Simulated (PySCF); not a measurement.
# InCl: from the state search to spectroscopic constants

One table from this session's results is given with a row withheld; the runs are named, their logs left out.

Program: PySCF 2.14.0. Level of theory: In def2-SVP with ECP28, Cl def2-SVP, scalar-relativistic core potentials. These are calculated values, not measurements.

The first run:

Settings of the job:

```yaml
atoms: In, Cl
charge: 0
basis: In def2-SVP with ECP28, Cl def2-SVP
Hamiltonian: scalar-relativistic core potentials
basis_functions: 44
electrons_treated: 38
masses_in_u: 114.9039, 34.9689
levels: PBE0, PBE, r²SCAN, TPSS, M06-L, B97-3, LC-ωPBE, HF, MP2, SCS-MP2, CCSD, CCSD(T)
grid: 80 radial by 434 angular points
occupations: held fixed by the projection of orbital angular momentum
dissociation_limit: In + Cl, each in its ground configuration
starting_distance_in_angstrom: 2.360
values_of_2S_to_try: 0, 2
```

Command:

```
OMP_NUM_THREADS=1 python dia.py task.json out
```

Among the steps run: Set-up; First curve: PBE0; Other states along the same grid; PBE; r²SCAN (meta-GGA); TPSS; M06-L (meta-GGA); B97-3; LC-ωPBE (range-separated hybrid); RHF (mean field); Adding correlation.

One of the session's tables, all rows but one given; the rest of the session is left out.

It belongs to the step «The curves together». Energy (eV) from each level's lowest point:

```
R (Å)    RHF  RHF-MP2  RHF-SCS-MP2  RHF-CCSD  RHF-CCSD(T)
2.093  1.039    0.936        0.969       n/a          n/a
2.191  0.467    0.395        0.418     0.417        0.418
2.288  0.152    0.110        0.123     0.122        0.123
2.361  0.038    0.017        0.023     0.023        0.023
2.434  0.000    0.000        0.000     0.000        0.000
2.507  0.020    0.041        0.035     0.035        0.035
2.604      ?        ?            ?         ?            ?
2.726  0.295    0.378        0.355     0.357        0.356
2.872  0.571    0.694        0.661     0.663        0.662
3.067  0.977    1.147        1.102       n/a          n/a
```

**Question.** Estimate the row for R (Å) = 2.604.

Worked estimate for «RHF». A straight line through the neighbours (2.507, 0.020) and (2.726, 0.295) gives 0.020 + (0.295 − 0.020) × (2.604 − 2.507) / (2.726 − 2.507) = 0.142; a parabola fitted to 4 rows on both sides gives 0.119.

The run gave: RHF: 0.112; RHF-MP2: 0.161; RHF-SCS-MP2: 0.147; RHF-CCSD: 0.148; RHF-CCSD(T): 0.147. In «RHF» the line misses by +0.030 and the parabola by +0.007.
